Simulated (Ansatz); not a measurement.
# Co2Pd under changes of volume

One of the cells (12.694 Å³/atom); the others are scaled copies at fixed shape and fractional positions:

```
CELL_PARAMETERS angstrom
2.63793 0.00000 0.00000
-1.31897 2.28451 0.00000
0.00000 0.00000 6.31934
ATOMIC_POSITIONS crystal
Pd 0.00000 0.00000 0.00000
Co 0.66667 0.33333 0.34978
Co 0.33333 0.66667 0.65022
```

The cell comes from a database or a generator and needn't be the stable form of this composition.

| Property | Result |
| --- | --- |
| Program | Ansatz 0.2.0 |
| Functional | PBEsol |
| Potentials or basis | all-electron LAPW, scalar-relativistic |
| Cutoff | 325 eV (chosen from the basis error) |
| Basis error allowed | 0.001 eV/atom |
| k mesh | 12 × 12 × 4 |
| Occupations | fermi-dirac, width 0.05 eV |
| Spin | collinear spin, ferromagnetic start |
| Starting moments | [0.0, 2.0, 2.0] μB |

```tsv
volume (Å³/atom)	energy over the lowest point (meV/atom)	pressure (GPa)	moment (μB per cell)	largest force (eV/Å)
11.933	0.00	1.6	3.68	0.060
12.187	1.26	-2.9	3.72	0.023
12.440	?	?	?	?
12.694	23.30	-10.5	3.80	0.045
12.948	42.57	-13.6	3.83	0.077
13.202	66.48	-16.4	3.86	0.108
13.456	94.50	-18.8	3.89	0.137
```

Problem. What does the run at 12.440 Å³/atom give?

Solution. Energy over the lowest point 9.30 meV/atom; pressure -7.0 GPa; moment 3.76 μB per cell; largest force 0.012 eV/Å.

Worked out: A Birch-Murnaghan fit of order 3 (a polynomial in V^(-2/3)) to the other rows has its minimum at 12.01 Å³/atom with B0 = V·E''(V) = 220 GPa and B' = 5.0 at fixed shape and positions, which overstates the stiffness. It gives 9.28 meV/atom at 12.440 Å³/atom, against the run's 9.30, and -dE/dV = -7.0 GPa, against -7.0. A parabola through the other rows of the moment, of slope 0.149 μB per Å³/atom there, gives 3.76 μB, against the run's 3.76.

Energies are extrapolated to zero smearing.

The runs don't all hold the same shells in valence.
